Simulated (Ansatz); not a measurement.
**C₂H₆FGaN radical: small, medium and large basis sets**

Aim: see how fast density functionals converge with the basis set for C₂H₆FGaN radical.

Program: Ansatz 0.2.0, Gaussian basis. Level of theory: one geometry, several basis sets. These are calculated values, not measurements.

Levels to be run: PBE0-D4/def2-SVP; ωB97M-V/def2-SVP; PBE0-D4/def2-QZVPP; the functionals' def2-TZVPP values are taken from earlier runs.

1 further run of the same task is left out (for a known fault of the program).

**1. Structure used throughout**

The geometry comes from an earlier relaxation with PBE0-D4 in a triple-zeta def2 set; it is a stationary point, not always the lowest conformer.

SMILES `[CH2][N](C)[GaH][F]`, 11 atoms, charge 0, spin multiplicity 2.

Atoms are counted from 1 here; the program's logs count them from 0.

Bond lengths: C1–N2 1.263 Å, C1–H6 1.091 Å, C1–H7 1.087 Å, N2–C3 1.447 Å, N2–Ga4 2.110 Å, C3–H8 1.093 Å, C3–H9 1.092 Å, C3–H10 1.091 Å, Ga4–F5 1.800 Å, Ga4–H11 1.598 Å. Angles: N2–C1–H6 121.9°, N2–C1–H7 119.1°, H6–C1–H7 119.0°, C1–N2–C3 120.6°, C1–N2–Ga4 123.3°, C3–N2–Ga4 116.1°, N2–C3–H8 111.8°, N2–C3–H9 108.9°, N2–C3–H10 108.1°, H8–C3–H9 109.9°, H8–C3–H10 111.1°, H9–C3–H10 107.0°, N2–Ga4–F5 92.8°, N2–Ga4–H11 101.1°, F5–Ga4–H11 115.2°.

**2. PBE0-D4 in def2-SVP**

File in.yaml:

```yaml
crystal:
  periodic: [false, false, false]
  atoms:
    - {symbol: C, position_ang: [-0.742797, 1.240936, -0.385288]}
    - {symbol: N, position_ang: [-0.019918, 0.251168, -0.079242]}
    - {symbol: C, position_ang: [0.227134, -0.804480, -1.037936]}
    - {symbol: Ga, position_ang: [0.967649, 0.067819, 1.776851]}
    - {symbol: F, position_ang: [0.792456, -1.723967, 1.792806]}
    - {symbol: H, position_ang: [-1.184713, 1.347449, -1.377392]}
    - {symbol: H, position_ang: [-0.929975, 2.009973, 0.360009]}
    - {symbol: H, position_ang: [-0.341304, -0.656050, -1.959459]}
    - {symbol: H, position_ang: [1.295324, -0.835980, -1.261117]}
    - {symbol: H, position_ang: [-0.029389, -1.754786, -0.568118]}
    - {symbol: H, position_ang: [-0.034479, 0.857918, 2.738885]}
basis:
  gaussian: {orbitals: def2-SVP}
magnetization: {spin_polarized: true, initial_magnetization: 1}
hamiltonian: {xc: pbe0, dispersion: d4}
output: {orbitals: {seedname: orbitals}}
```

On the command line:

```
$ ansatz run in.yaml --threads 2 --pin off --events-out ev --progress --plain --max-ram 32768MiB --backend cpu
```

After this run come: ωB97M-V in def2-SVP; PBE0-D4 in def2-QZVPP.

Q: Predict the results of all the runs planned. Wanted: PBE0-D4: double and triple zeta above quadruple.

**Answer**, as computed:

| quantity | value |
| --- | --- |
| PBE0-D4: double and triple zeta above quadruple | 15.74, 1.56 eV |

**Reading.** PBE0-D4 gains 14.19 eV from double to triple zeta, then 1.56 eV more. These are total energies; as a rule much of such shifts cancels in differences, which this series doesn't test.
